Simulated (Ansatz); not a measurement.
Relaxation of a periodic cell of 17 atoms, Mg$_{9}$O$_{8}$ (host MgO, host structure Fm-3m, interstitial Mg), to a largest force component of 0.03 eV/Å in at most 60 steps.

Level of theory: DFT PBE-D3(BJ), scalar-relativistic, plane waves, PAW (Ansatz 0.2.0). Settings: PAW set soft_1, cutoff 420 eV, k mesh 2x2x2, gaussian smearing 0.02 eV, no spin polarisation.

```xyz
17
Lattice="0.0000 4.2120 4.2120 4.2120 0.0000 4.2120 4.2120 4.2120 0.0000" Properties=species:S:1:pos:R:3
Mg 0.000 0.000 0.000
O 2.106 2.106 2.106
Mg 2.106 2.106 0.000
O 4.212 4.212 2.106
Mg 2.106 0.000 2.106
O 4.212 2.106 4.212
Mg 4.212 2.106 2.106
O 6.318 4.212 4.212
Mg 0.000 2.106 2.106
O 2.106 4.212 4.212
Mg 2.106 4.212 2.106
O 4.212 6.318 4.212
Mg 2.106 2.106 4.212
O 4.212 4.212 6.318
Mg 4.212 4.212 4.212
O 6.318 6.318 6.318
Mg 3.098 5.300 5.323
```

Task: Where does it end, and by what steps?

Result: It converged. The force dipped under the threshold on the way, but the program's further checks kept it going. Limits of this set-up: coarse k mesh. After 17 steps the energy has fallen by 6.217 eV; Mg5 moved furthest, 0.43 Å.

```tsv
step	energy less start (eV)	largest force component (eV/Å)	accepted
0	0.0000	6.869	yes
1	-4.2297	3.666	yes
2	-6.1462	0.275	yes
3	-6.1779	0.176	yes
4	-6.1966	0.101	yes
5	-6.1989	0.039	yes
6	-6.2015	0.040	yes
7	-6.1936	0.297	no
8	-6.2061	0.074	yes
9	-6.2122	0.082	yes
10	-6.1649	0.433	no
11	-6.2150	0.063	yes
12	-6.2153	0.083	yes
13	-6.2166	0.034	yes
14	-6.2160	0.074	no
15	-6.2168	0.017	yes
16	-6.2168	0.011	yes
17	-6.2168	0.005	yes
```

```xyz
17
Lattice="0.0000 4.2120 4.2120 4.2120 0.0000 4.2120 4.2120 4.2120 0.0000" Properties=species:S:1:pos:R:3
Mg 0.024 0.012 0.003
O 2.127 2.243 2.156
Mg 1.927 2.286 -0.174
O 4.149 4.267 2.056
Mg 1.864 -0.246 2.357
O 4.153 2.057 4.266
Mg 4.354 2.262 2.265
O 6.381 4.284 4.277
Mg 0.023 2.109 2.099
O 2.127 4.167 4.081
Mg 2.134 4.251 2.073
O 4.196 6.288 4.247
Mg 2.118 2.111 4.212
O 4.296 4.227 6.309
Mg 4.353 4.059 4.061
O 6.381 6.258 6.252
Mg 3.035 5.208 5.327
```

Whether the end is a true minimum wasn't checked by a vibrational analysis.

Run time: 80 s on 1 thread of Arm Neoverse V2 (shared host), peak memory 0.43 GiB.
